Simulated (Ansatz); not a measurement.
# F6HW: the cost of one run

All numbers below are computed with Ansatz 0.2.0 (UHF/def2-SVP).

## (1) The system as given

Bond lengths: W1–H2 1.970 Å, W1–F3 1.850 Å, W1–F4 1.850 Å, W1–F5 1.850 Å, W1–F6 1.850 Å, W1–F7 1.850 Å. Angles (14 of 15 angles, heavy atoms first): F3–W1–F4 90.0°, F3–W1–F5 180.0°, F3–W1–F6 90.0°, F3–W1–F7 90.0°, F4–W1–F5 90.0°, F4–W1–F6 180.0°, F4–W1–F7 90.0°, F5–W1–F6 90.0°, F5–W1–F7 90.0°, F6–W1–F7 90.0°, H2–W1–F3 90.0°, H2–W1–F4 90.0°, H2–W1–F5 90.0°, H2–W1–F6 90.0°.

Coordinates:

```xyz
8

W     0.0000    0.0000    0.0000
H     0.0000    0.0000    1.9700
F     1.8500    0.0000    0.0000
F     0.0000    1.8500    0.0000
F    -1.8500    0.0000    0.0000
F     0.0000   -1.8500    0.0000
F     0.0000    0.0000   -1.8500
F     0.0000    0.0000    3.1900
```

## (2) A restrained relaxation towards end A

Springs on the bonds that form and break draw the guess towards this end; the thresholds are loose.

input.yaml

```yaml
crystal:
  periodic: [false, false, false]
  atoms:
    - { symbol: W, position_ang: [0.0, 0.0, 0.0] }
    - { symbol: H, position_ang: [0.0, 0.0, 1.97] }
    - { symbol: F, position_ang: [1.85, 0.0, 0.0] }
    - { symbol: F, position_ang: [0.0, 1.85, 0.0] }
    - { symbol: F, position_ang: [-1.85, 0.0, 0.0] }
    - { symbol: F, position_ang: [0.0, -1.85, 0.0] }
    - { symbol: F, position_ang: [0.0, 0.0, -1.85] }
    - { symbol: F, position_ang: [0.0, 0.0, 3.19] }
magnetization:
  spin_polarized: true
  initial_magnetization: 1
basis:
  gaussian: { orbitals: def2-SVP }
hamiltonian:
  xc: hf
relax:
  f_tol: 0.15
  max_steps: 25
  restrain:
    - { distance: [1, 7], at: 2.12, k: 30.0 }
    - { distance: [0, 1], at: 1.72, k: 30.0 }
```

Run with:

```
ansatz run input.yaml --threads 4 --pin off --max-ram 5120MiB --backend cpu --events-out ev --progress --plain --runs-dir out
```

What time and memory should one allow on 4 threads of Arm Neoverse V1, shared host?

About 62 s, with a peak of 0.43 GiB.
